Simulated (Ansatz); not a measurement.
# TePd: the cost of one run

Computed with Ansatz 0.2.0 (DFT PBEsol, frozen-core PAW and all-electron LAPW, scalar-relativistic unless said, unless a step's input says otherwise).

### Step 1. The system as given

The structure is hexagonal, space group P6_3/mmc (No. 194). The conventional cell has a = 4.152 Å, b = 4.152 Å, c = 5.672 Å, α = 90.00°, β = 90.00°, γ = 120.00°. Te (site symmetry -6m2) is surrounded by 6 Pd at 2.79 Å. Pd (site symmetry -3m) is surrounded by 6 Te at 2.79 Å and 2 Pd at 2.84 Å.

As a file:

```cif
data_structure
_symmetry_space_group_name_H-M 'P 1'
_symmetry_Int_Tables_number 1
_cell_length_a 4.1521
_cell_length_b 4.1521
_cell_length_c 5.6719
_cell_angle_alpha 90.000
_cell_angle_beta 90.000
_cell_angle_gamma 120.000
_cell_volume 84.68
loop_
_atom_site_label
_atom_site_type_symbol
_atom_site_fract_x
_atom_site_fract_y
_atom_site_fract_z
_atom_site_occupancy
Te1 Te 0.33333 0.66667 0.25000 1
Te2 Te 0.66667 0.33333 0.75000 1
Pd1 Pd 0.00000 0.00000 0.00000 1
Pd2 Pd 0.00000 0.00000 0.50000 1
```

Cartesian axes are those of the input's lattice vectors. The structure goes back to a database entry.

### Step 2. Cell and atoms relaxed, PAW

Contents of input.yaml:

```yaml
crystal:
  lattice:
    - [4.15210000002, 0.0, 0.0]
    - [-2.07605000001, 3.59582407907, 0.0]
    - [0.0, 0.0, 5.6719]
  atoms:
    - { symbol: Te, position: [0.333333333333, 0.666666666667, 0.25] }
    - { symbol: Te, position: [0.666666666667, 0.333333333333, 0.75] }
    - { symbol: Pd, position: [0.0, 0.0, 0.0] }
    - { symbol: Pd, position: [0.0, 0.0, 0.5] }
kpoints:
  mp_grid: { grid: [10, 10, 6] }
scf:
  occupations: { method: fermi_dirac, width: 0.05 }
hamiltonian:
  xc: pbesol
  pseudopotentials: { kind: paw }
relax:
  f_tol: 0.002
  max_steps: 80
  cell: {}
output:
  forces: true
  stress: true
```

Run with:

```bash
ansatz run input.yaml --threads 2 --pin off --max-ram 6144MiB --backend cpu --events-out ev --progress --plain --runs-dir out
```

Q: Estimate wall time and peak memory on 2 threads of Intel Xeon 6975P-C (Granite Rapids), shared host.

About 9.9 s, with a peak of 0.5 GiB.
